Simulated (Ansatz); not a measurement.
**CH₃F₂NSi: how energies converge with the basis set**

How large a basis does CH₃F₂NSi need? Two functionals are run in growing sets.

The runs use Ansatz 0.2.0, Gaussian basis; one geometry, several basis sets.

The runs, in order: PBE0-D4/def2-SVP; ωB97M-V/def2-SVP; PBE0-D4/def2-QZVPP; ωB97M-V/def2-QZVPP; the functionals' def2-TZVPP values are taken from earlier runs.

### Step 1. The geometry

The geometry comes from an earlier relaxation with PBE0-D4 in a triple-zeta def2 set; it is a stationary point, not always the lowest conformer.

SMILES `FC1(F)N[SiH2]1`, 8 atoms, charge 0, spin multiplicity 1.

Atoms are counted from 1 here; the program's logs count them from 0.

Bond lengths: F1–C2 1.360 Å, C2–F3 1.357 Å, C2–N4 1.390 Å, C2–Si5 1.856 Å, N4–Si5 1.706 Å, N4–H6 1.007 Å, Si5–H7 1.480 Å, Si5–H8 1.481 Å. Angles: F1–C2–F3 105.3°, F1–C2–N4 116.6°, F1–C2–Si5 123.4°, F3–C2–N4 116.7°, F3–C2–Si5 126.6°, N4–C2–Si5 61.4°, C2–N4–Si5 72.9°, C2–N4–H6 128.9°, Si5–N4–H6 154.8°, C2–Si5–N4 45.7°, C2–Si5–H7 123.9°, C2–Si5–H8 120.8°, N4–Si5–H7 118.2°, N4–Si5–H8 119.7°, H7–Si5–H8 112.3°.

As a file:

```xyz
8
charge 0, multiplicity 1
F     0.09957   -0.74955    1.83045
C     0.53654   -0.31509    0.61807
F     1.88537   -0.45760    0.65154
N     0.04807    0.91127    0.18359
Si   -0.53408   -0.27282   -0.89731
H     0.01954    1.79089    0.67373
H    -0.00845   -0.27530   -2.28125
H    -1.95436   -0.68892   -0.83472
```

### Step 2. PBE0-D4 in def2-SVP

in.yaml

```yaml
crystal:
  periodic: [false, false, false]
  atoms:
    - {symbol: F, position_ang: [0.099566, -0.749549, 1.830455]}
    - {symbol: C, position_ang: [0.536538, -0.315086, 0.618068]}
    - {symbol: F, position_ang: [1.885368, -0.457599, 0.651537]}
    - {symbol: N, position_ang: [0.048075, 0.911272, 0.183593]}
    - {symbol: Si, position_ang: [-0.534076, -0.272819, -0.897314]}
    - {symbol: H, position_ang: [0.019537, 1.790895, 0.673726]}
    - {symbol: H, position_ang: [-0.008449, -0.275298, -2.281249]}
    - {symbol: H, position_ang: [-1.954358, -0.688915, -0.834716]}
basis:
  gaussian: {orbitals: def2-SVP}
hamiltonian: {xc: pbe0, dispersion: d4}
output: {orbitals: {seedname: orbitals}}
```

Command:

```
> ansatz run in.yaml --threads 2 --pin off --events-out ev --progress --plain --max-ram 4352MiB
```

The log of the run:

```text
Functional definition: PBE0
  name "PBE0"
  cite "Adamo & Barone, J. Chem. Phys. 110, 6158 (1999) doi:10.1063/1.478522"
  cite "Perdew, Burke & Ernzerhof, Phys. Rev. Lett. 77, 3865 (1996) doi:10.1103/PhysRevLett.77.3865"
  parent pbe
  parameter a = 0.25
  parameter kappa = 0.804
  parameter beta = 0.06672455060314922
  exchange = (1 - a)*pbe_x(kappa = kappa, mu = beta*pi^2/3) + a*exact_x
  correlation = pbe_c(beta = beta)
996 factors; their error is unknown
mean field evaluation 1: about -15861.5030 eV, gradient 4.9e1 eV
mean field evaluation 2: about -15856.2342 eV, gradient 6.8e1 eV
mean field evaluation 4: about -15865.9911 eV, gradient 3.4e0 eV
mean field evaluation 8: about -15866.0104 eV, gradient 4.4e-2 eV
mean field evaluation 16: about -15866.0624 eV, gradient 1.9e-5 eV
mean field -15866.06239430 eV, -583.0670385871 hartree, gradient 1.9e-5 eV, S^2 0.000000; 0 other end points of the search recorded, 0 dependent functions left out
reference -15866.06241513 eV, -583.0670393527 hartree; 24, 24 occupied and 65, 65 virtual orbitals, 996 factors
Total energy: -15866.18816629 eV, -583.0716606224 hartree
```

Run time: 1.3 s. Hardware: 2 threads of Arm Neoverse V1, shared host.

### Step 3. ωB97M-V in def2-SVP

in.yaml: that of step 2 with these lines changed.

```diff
@@ -13,3 +13,3 @@
   gaussian: {orbitals: def2-SVP}
-hamiltonian: {xc: pbe0, dispersion: d4}
+hamiltonian: {xc: {name: wB97M-V}}
 output: {orbitals: {seedname: orbitals}}
```

Launched as before.

The log of the run, shortened:

```text
Functional definition: wB97M-V
  name "wB97M-V"
  cite "Mardirossian & Head-Gordon, J. Chem. Phys. 144, 214110 (2016) doi:10.1063/1.4952647"
  cite "Becke, J. Chem. Phys. 107, 8554 (1997) doi:10.1063/1.475007"
  cite "Vydrov & Van Voorhis, J. Chem. Phys. 133, 244103 (2010) doi:10.1063/1.3521275"
  # Of w^i u^j: cxij and so on, Table III.
[...]
  gx(w, u) = 1 - cx + cx01*u + cx10*w
  gss(w, u) = css00 + css04*u^4 + css10*w + css20*w^2 + css43*w^4*u^3
  gos(w, u) = cos00 + cos10*w + (cos20 + cos21*u)*w^2 + (cos60 + cos61*u)*w^6
[...]
      + integral(e_c_pw_mod_opposite_spin*gos(b97_w_opposite, b97_u_opposite)) + vv10(b, c)
996 factors; their error is unknown
236 factors; integrals over basis functions are off by at most 6.8e-6 eV
[...]
mean field -15874.51925091 eV, -583.3778223354 hartree, gradient 1.8e-5 eV, S^2 0.000000; 0 other end points of the search recorded, 0 dependent functions left out
reference -15874.51928374 eV, -583.3778235418 hartree; 24, 24 occupied and 65, 65 virtual orbitals, 996 factors
Total energy: -15874.51928374 eV, -583.3778235418 hartree
```

Run time: 5.5 s. Hardware: 2 threads of Arm Neoverse V1, shared host; peak memory 0.25 GiB.

### Step 4. PBE0-D4 in def2-QZVPP

in.yaml: that of step 3 with these lines changed.

```diff
@@ -12,4 +12,4 @@
 basis:
-  gaussian: {orbitals: def2-SVP}
-hamiltonian: {xc: {name: wB97M-V}}
+  gaussian: {orbitals: "def2-QZVPP.json"}
+hamiltonian: {xc: pbe0, dispersion: d4}
 output: {orbitals: {seedname: orbitals}}
```

Same command.

The log of the run:

```text
Functional definition: PBE0
  name "PBE0"
  cite "Adamo & Barone, J. Chem. Phys. 110, 6158 (1999) doi:10.1063/1.478522"
  cite "Perdew, Burke & Ernzerhof, Phys. Rev. Lett. 77, 3865 (1996) doi:10.1103/PhysRevLett.77.3865"
  parent pbe
  parameter a = 0.25
  parameter kappa = 0.804
  parameter beta = 0.06672455060314922
  exchange = (1 - a)*pbe_x(kappa = kappa, mu = beta*pi^2/3) + a*exact_x
  correlation = pbe_c(beta = beta)
1283 factors; their error is unknown
mean field evaluation 1: about -15872.6491 eV, gradient 6.1e1 eV
mean field evaluation 2: about -15862.8057 eV, gradient 8.7e1 eV
mean field evaluation 4: about -15879.1303 eV, gradient 5.9e0 eV
mean field evaluation 8: about -15879.1782 eV, gradient 2.8e-2 eV
mean field evaluation 16: about -15879.1867 eV, gradient 7.4e-5 eV
mean field -15879.18668478 eV, -583.5493473664 hartree, gradient 7.4e-5 eV, S^2 0.000000; 0 other end points of the search recorded, 0 dependent functions left out
reference -15879.18671850 eV, -583.5493486055 hartree; 24, 24 occupied and 364, 364 virtual orbitals, 1283 factors
Total energy: -15879.31246965 eV, -583.5539698752 hartree
```

Wall time 9 s (2 threads of Arm Neoverse V1, shared host); peak memory 1.1 GiB.

### Step 5. ωB97M-V in def2-QZVPP

in.yaml: that of step 4 with these lines changed.

```diff
@@ -13,3 +13,3 @@
   gaussian: {orbitals: "def2-QZVPP.json"}
-hamiltonian: {xc: pbe0, dispersion: d4}
+hamiltonian: {xc: {name: wB97M-V}}
 output: {orbitals: {seedname: orbitals}}
```

Launched as before.

The log of the run, shortened:

```text
Functional definition: wB97M-V
  name "wB97M-V"
  cite "Mardirossian & Head-Gordon, J. Chem. Phys. 144, 214110 (2016) doi:10.1063/1.4952647"
  cite "Becke, J. Chem. Phys. 107, 8554 (1997) doi:10.1063/1.475007"
  cite "Vydrov & Van Voorhis, J. Chem. Phys. 133, 244103 (2010) doi:10.1063/1.3521275"
  # Of w^i u^j: cxij and so on, Table III.
[...]
  gx(w, u) = 1 - cx + cx01*u + cx10*w
  gss(w, u) = css00 + css04*u^4 + css10*w + css20*w^2 + css43*w^4*u^3
  gos(w, u) = cos00 + cos10*w + (cos20 + cos21*u)*w^2 + (cos60 + cos61*u)*w^6
[...]
      + integral(e_c_pw_mod_opposite_spin*gos(b97_w_opposite, b97_u_opposite)) + vv10(b, c)
1263 factors; their error is unknown
276 factors; integrals over basis functions are off by at most 1.1e-5 eV
[...]
mean field -15887.82014398 eV, -583.8666211401 hartree, gradient 9.2e-6 eV, S^2 0.000000; 0 other end points of the search recorded, 0 dependent functions left out
reference -15887.82019949 eV, -583.8666231799 hartree; 24, 24 occupied and 364, 364 virtual orbitals, 1263 factors
Total energy: -15887.82019949 eV, -583.8666231799 hartree
```

Wall time 23 s (2 threads of Arm Neoverse V1, shared host); peak memory 1.2 GiB.

### Step 6. Density functionals: the series

The def2-TZVPP values come from earlier runs at the same geometry.

```tsv
functional	basis	functions	energy (eV)	from the largest (eV)	HOMO (eV)	LUMO (eV)
PBE0-D4	def2-SVP	89	-15866.1882	13.124	-7.86	-0.44
PBE0-D4	def2-TZVPP	208	-15878.6168	0.696	-7.96	-0.85
PBE0-D4	def2-QZVPP	388	-15879.3125	0.000	-8.00	-0.96
ωB97M-V	def2-SVP	89	-15874.5193	13.301	-10.07	1.52
ωB97M-V	def2-TZVPP	208	-15887.1709	0.649	-10.20	0.89
ωB97M-V	def2-QZVPP	388	-15887.8202	0.000	-10.24	0.62
```

### Step 7. Outcome

| quantity | value |
| --- | --- |
| PBE0-D4: double and triple zeta above quadruple | 13.12, 0.70 eV |
| ωB97M-V: double and triple zeta above quadruple | 13.30, 0.65 eV |

**Reading.** For PBE0-D4 the step from double to triple zeta gains 12.43 eV and the next only 0.70 eV. Total energies overstate the basis error of differences, where much of it tends to cancel. The LUMO of ωB97M-V is positive and keeps falling with the basis (1.52 to 0.62 eV): an unbound level that the basis holds in place.

For PBE0-D4 the largest set took about 7 times as long as the smallest (9 s against 1.3 s).
